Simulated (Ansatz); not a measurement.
**C11H10: up Jacob's ladder to CCSD(T)**

The task here is to estimate one member of a computed series from the others.

The runs use Ansatz 0.2.0, Gaussian basis; functionals in def2-TZVPP, the program's frozen cores in correlated methods.

Levels to be run: LDA (SPW92), PBE-D4, revPBE-D4, BLYP-D4, r2SCAN-D4, B97M-V, PBE0-D4, B3LYP-D4, r2SCANh-D4, r2SCAN0-D4, HSE06-D4, BHLYP-D4, CAM-B3LYP-D4, LC-ωPBE, ωB97X-V, ωB97M-V, B2PLYP, PBE-QIDH; CCSD(T)/def2-SVP; CCSD(T)/def2-TZVPP; MP2/def2-QZVPP; extrapolation to the limit; RPA on PBE.

### The geometry

All runs share one geometry, relaxed beforehand with PBE0-D4 in a triple-zeta def2 set.

SMILES `Cc1cccc2ccccc12`, 21 atoms, charge 0, spin multiplicity 1.

Atoms are counted from 1 here; the program's logs count them from 0.

Bond lengths: C1–C2 1.496 Å, C1–H12 1.094 Å, C1–H13 1.094 Å, C1–H14 1.090 Å, C2–C3 1.371 Å, C2–C11 1.424 Å, C3–C4 1.407 Å, C3–H15 1.085 Å, C4–C5 1.365 Å, C4–H16 1.084 Å, C5–C6 1.412 Å, C5–H17 1.085 Å, C6–C7 1.411 Å, C6–C11 1.423 Å, C7–C8 1.367 Å, C7–H18 1.085 Å, C8–C9 1.406 Å, C8–H19 1.084 Å and more. Angles: C2–C1–H12 111.6°, C2–C1–H13 111.6°, C2–C1–H14 110.6°, H12–C1–H13 107.1°, H12–C1–H14 107.9°, H13–C1–H14 107.9°, C1–C2–C3 120.5°, C1–C2–C11 120.6°, C3–C2–C11 118.8°, C2–C3–C4 121.8°, C2–C3–H15 119.1°, C4–C3–H15 119.1°, C3–C4–C5 120.2°, C3–C4–H16 119.5°, C5–C4–H16 120.3°, C4–C5–C6 120.3°, C4–C5–H17 120.8°, C6–C5–H17 118.9° and more.

The first run:

File in.yaml:

```yaml
crystal:
  periodic: [false, false, false]
  atoms:
    - {symbol: C, position_ang: [1.816283, -1.630034, -1.038076]}
    - {symbol: C, position_ang: [0.446262, -1.107882, -0.738494]}
    - {symbol: C, position_ang: [-0.664754, -1.748618, -1.224040]}
    - {symbol: C, position_ang: [-1.964921, -1.281040, -0.958278]}
    - {symbol: C, position_ang: [-2.151057, -0.161954, -0.199699]}
    - {symbol: C, position_ang: [-1.040859, 0.535243, 0.324514]}
    - {symbol: C, position_ang: [-1.206263, 1.694786, 1.111962]}
    - {symbol: C, position_ang: [-0.126138, 2.364387, 1.616442]}
    - {symbol: C, position_ang: [1.173807, 1.898539, 1.352635]}
    - {symbol: C, position_ang: [1.366226, 0.776809, 0.592202]}
    - {symbol: C, position_ang: [0.273056, 0.061195, 0.055232]}
    - {symbol: H, position_ang: [2.356057, -1.890960, -0.122892]}
    - {symbol: H, position_ang: [2.422082, -0.889504, -1.568569]}
    - {symbol: H, position_ang: [1.759241, -2.523919, -1.659876]}
    - {symbol: H, position_ang: [-0.537451, -2.640084, -1.829538]}
    - {symbol: H, position_ang: [-2.817010, -1.816745, -1.361024]}
    - {symbol: H, position_ang: [-3.149072, 0.207220, 0.011173]}
    - {symbol: H, position_ang: [-2.213281, 2.046842, 1.310549]}
    - {symbol: H, position_ang: [-0.268387, 3.253683, 2.219718]}
    - {symbol: H, position_ang: [2.027603, 2.432075, 1.754684]}
    - {symbol: H, position_ang: [2.373973, 0.430459, 0.398272]}
basis:
  gaussian: {orbitals: def2-TZVPP}
hamiltonian: {xc: lda}
output: {orbitals: {seedname: orbitals}}
```

Launch:

```
ansatz run in.yaml --threads 4 --pin off --events-out ev --progress --plain --max-ram 46080MiB --backend cuda --devices 0, --max-vram 37GiB
```

Steps of the session up to this table: LDA; PBE-D4 (GGA); revPBE-D4 (GGA); BLYP-D4 (GGA); r2SCAN-D4 (meta-GGA); B97M-V (meta-GGA); B3LYP-D4 (hybrid); r2SCANh-D4 (hybrid); r2SCAN0-D4 (hybrid); HSE06-D4 (hybrid); BHLYP-D4 (hybrid); CAM-B3LYP-D4 (range-separated); LC-ωPBE (range-separated); ωB97X-V (range-separated); ωB97M-V (range-separated); B2PLYP (double hybrid); PBE-QIDH (double hybrid).

One of the session's tables, all rows but one given; the rest of the session is left out.

It belongs to the step «Orbital energies across the functionals». 

```
  functional  HOMO (eV)  gap (eV)
 LDA (SPW92)      -5.55      3.37
      PBE-D4          ?         ?
   revPBE-D4      -5.27      3.41
     BLYP-D4      -5.15      3.38
   r2SCAN-D4      -5.47      3.64
      B97M-V      -5.43      3.69
     PBE0-D4      -6.20      5.06
    B3LYP-D4      -6.00      4.71
  r2SCANh-D4      -5.79      4.27
  r2SCAN0-D4      -6.29      5.21
    HSE06-D4      -5.82      4.31
    BHLYP-D4      -6.86      6.70
CAM-B3LYP-D4      -7.29      7.18
     LC-ωPBE      -8.49      9.30
     ωB97X-V      -8.17      8.99
     ωB97M-V      -8.11      8.86
```

**Question.** Estimate the row for PBE-D4.

As computed: HOMO (eV): -5.35; gap (eV): 3.39. In the column «HOMO (eV)» it lies between B97M-V (-5.43) and revPBE-D4 (-5.27).
